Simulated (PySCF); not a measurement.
**PtCl2: structure of the triplet**

The task is one start of a wider search on PtCl2: the triplet, from a PBE minimum start. It is relaxed, tested by its Hessian and followed downhill if it is a saddle.

Program: PySCF 2.14.0. Level of theory: PBE, basis Pt def2-SVP with ECP60, Cl def2-SVP, scalar-relativistic core potentials, no spin–orbit coupling, density fitting. These are calculated values, not measurements.

**1. The system as given**

3 atoms, charge 0, spin multiplicity 3.

Bond lengths: Pt1–Cl2 2.200 Å, Pt1–Cl3 2.200 Å. Angles: Cl2–Pt1–Cl3 180.0°.

```xyz
3
charge 0 multiplicity 3
Pt    0.0000    0.0000    0.0000
Cl    0.0000    0.0000    2.2004
Cl    0.0000    0.0000   -2.2004
```

**2. First SCF at the start**

The steps below are one call of a driver around PySCF. For each, scf.py gives the equivalent set-up of the SCF; relaxations use the driver's own optimiser. After this first run the driver tries any further starts and a stability analysis.

File scf.py:

```python
from pyscf import gto, scf, dft
mol = gto.M(atom='''
Pt     0.000000     0.000000     0.000000
Cl     0.000000     0.000000     2.200395
Cl    -0.000000    -0.000000    -2.200395''',
    basis={'Pt': 'def2-SVP', 'Cl': 'def2-SVP'},
    ecp={'Pt': 'def2-SVP'},
    charge=0, spin=2)
mf = dft.UKS(mol, xc='PBE')
mf.grids.atom_grid = (50, 194)
aux = {'Pt': 'def2-universal-JKFIT', 'Cl': 'def2-universal-JKFIT'}
mf = mf.density_fit(auxbasis=aux)
mf.conv_tol = 1e-08
mf.diis_space = 10
mf.max_cycle = 60
mf.init_guess = 'minao'
mf.verbose = 4
mf.kernel()
```

Started as:

```bash
$ OMP_NUM_THREADS=2 python axn.py task.json out
```

Standard output:

```text
init E= -1027.82195633343
[... the frontier-level lines of each cycle are left out ...]
cycle= 1 E= -1038.19528432017  delta_E= -10.4  |g|= 1.19  |ddm|= 5.75
cycle= 2 E= -1025.64466607736  delta_E= 12.6  |g|= 3.44  |ddm|= 8.48
cycle= 3 E= -1039.12157975203  delta_E= -13.5  |g|= 0.235  |ddm|= 8.08
cycle= 4 E= -1039.15350383112  delta_E= -0.0319  |g|= 0.107  |ddm|= 0.491
cycle= 5 E= -1039.15739527987  delta_E= -0.00389  |g|= 0.0625  |ddm|= 0.147
cycle= 6 E= -1039.15930931407  delta_E= -0.00191  |g|= 0.0271  |ddm|= 0.0512
cycle= 7 E= -1039.15969800243  delta_E= -0.000389  |g|= 0.00688  |ddm|= 0.0236
cycle= 8 E= -1039.15972540229  delta_E= -2.74e-05  |g|= 0.000668  |ddm|= 0.00697
cycle= 9 E= -1039.15972568925  delta_E= -2.87e-07  |g|= 0.000223  |ddm|= 0.00123
cycle= 10 E= -1039.15972571924  delta_E= -3e-08  |g|= 5.33e-06  |ddm|= 0.000272
cycle= 11 E= -1039.15972571926  delta_E= -1.96e-11  |g|= 2.4e-06  |ddm|= 1.16e-05
Extra cycle  E= -1039.15972571921  delta_E= 4.91e-11  |g|= 9.58e-06  |ddm|= 1.25e-05
converged SCF energy = -1039.15972571921  <S^2> = 2.0025093  2S+1 = 3.0016724
```

This step, with its further starts and checks, ran for 18 s (2 threads of Arm Neoverse N1, shared host).

Energies from each starting density:

```
                      start   energy (Eh)
    the minimal-basis guess  -1039.159726
a thermally smeared density  -1039.159726
      a smeared PBE density  -1039.159726
```

No lower solution of this spin turned up from the other starts or in the test of internal stability.

**3. Relaxation: PBE minimum start, triplet**

The program finds D∞h symmetry in the start, which this walk keeps. The walk stops when the largest gradient is under 0.0003 Eh/bohr and the energy has settled too.

scf.py: that of step 2 with these lines changed.

```diff
@@ -5 +5 @@
-Cl    -0.000000    -0.000000    -2.200395''',
+Cl     0.000000     0.000000    -2.200395''',
@@ -16 +15,0 @@
-mf.init_guess = 'minao'
```

The optimiser's trace:

```csv
step,energy (Eh),change (kJ/mol),largest symmetric gradient (Eh/bohr)
0,-1039.159726,0.00,0.00004
```

The walk took 1.5 s.

Positions (Å) and forces (eV/Å) along the way:

```
step 0
Pt   0.000   0.000   0.000   0.000   0.000   0.000
Cl   0.000   0.000   2.200   0.000   0.000   0.002
Cl   0.000   0.000  -2.200   0.000   0.000  -0.002
```

It settles in D∞h symmetry, 0.0 kJ/mol below the start, after 0 steps: Pt–Cl 2.200 Å (×2); Cl–Pt–Cl 180.0°.

**4. Is it a minimum? Harmonic modes**

On the finer grid the gradient is checked again; gradients at displacements of ±0.02 bohr then give force constants and infrared intensities.

scf.py: that of step 3 with these lines changed.

```diff
@@ -10 +10 @@
-mf.grids.atom_grid = (50, 194)
+mf.grids.atom_grid = (75, 302)
@@ -13 +13 @@
-mf.conv_tol = 1e-08
+mf.conv_tol = 1e-10
```

The driver hands on the density of the step before, so the log starts near convergence.

Log of the central SCF (cycles and frontier levels):

```text
init E= -1039.15974594111
[... the frontier-level lines of each cycle are left out ...]
cycle= 1 E= -1039.15974594101  delta_E= 1.04e-10  |g|= 1.36e-05  |ddm|= 1.8e-05
cycle= 2 E= -1039.15974593924  delta_E= 1.78e-09  |g|= 5.73e-05  |ddm|= 7.5e-05
cycle= 3 E= -1039.15974594112  delta_E= -1.88e-09  |g|= 2.99e-07  |ddm|= 6.04e-05
cycle= 4 E= -1039.15974594112  delta_E= 1.36e-12  |g|= 2.38e-08  |ddm|= 4.82e-07
Extra cycle  E= -1039.15974594112  delta_E= -2.27e-12  |g|= 8.12e-08  |ddm|= 1.46e-07
converged SCF energy = -1039.15974594112  <S^2> = 2.0025094  2S+1 = 3.0016724
```

The whole step took 19 s.

Geometry: D∞h; Pt–Cl 2.200 Å (×2); Cl–Pt–Cl 180.0°.

Harmonic modes (main isotopes):

```
symmetry  ω (cm⁻¹)  IR (km/mol)  μ (u)
      πu        74          0.0  44.64
     σg+       379          0.0  34.97
     σu+       406         44.5  44.64
```

No imaginary mode, so this is a minimum.

Constants and moments:

- Dipole moment: 0.00 D
- Highest occupied level: -6.97 eV
- Lowest empty level: -6.19 eV
- Rotational constants: 0.04978 cm⁻¹
- Zero-point energy: 5.6 kJ/mol
- Principal polarisabilities: 36.7, 36.7, 105.9 bohr³
- Atomisation energy without zero-point energy: 706 kJ/mol
- Principal traceless quadrupole moments about the centre of mass: -0.95, -0.95, 1.90 D Å
- Entropy at 298.15 K and 1 bar (electronic part: spin only): 301.5 J/(mol K)
- Heat capacity Cp at 298.15 K: 58.0 J/(mol K)
- Enthalpy at 298.15 K above 0 K: 14.46 kJ/mol
- Rotational symmetry number: 2
- Spin squared ⟨S²⟩: 2.003

Charges (e) and bond orders:

```tsv
atom	Mulliken	Löwdin	polar tensor	spin (Mulliken)	Mayer order to Pt1
Pt1	0.13	-0.50	0.52	1.13	–
Cl2,3	-0.07	0.25	-0.26	0.43	1.28
```

Mulliken populations on Pt1 (outside its core potential): s 3.04, p 6.25, d 8.56, f 0.02.

**5. Summary of results**

| quantity | value |
| --- | --- |
| minimum | triplet, D∞h |
| geometry | Pt–Cl 2.200 Å (×2); Cl–Pt–Cl 180.0° |
| wavenumbers (cm⁻¹) | 74 (πu), 379 (σg+), 406 (σu+) |
| dipole moment | 0.00 D |
| highest occupied, lowest empty level (either spin) | -6.97, -6.19 eV |
| polar-tensor charge of Pt1 | +0.52 e |
| zero-point energy | 5.6 kJ/mol |
| entropy at 298.15 K | 301.5 J/(mol K) |
| atomisation energy (no zero-point energy) | 706 kJ/mol |
| ⟨S²⟩ | 2.003 |

What this shows: The molecule stays D∞h, as typed, and the end point is a minimum. The strongest infrared band lies at 406 cm⁻¹ (σu+, stretch). The dipole vanishes although Pt1 carries +0.5 e by the polar tensor: the bond dipoles cancel. Most of the spin sits on Pt1 (Mulliken spin 1.13, against 2 for the whole molecule). Only this shape and spin were tried, so other structures or states may lie lower. Open d and f shells are described by one determinant, and the ground state may have another occupation or spin. With an element this heavy the missing spin–orbit coupling can shift these numbers.

The search up to here took 39 s.
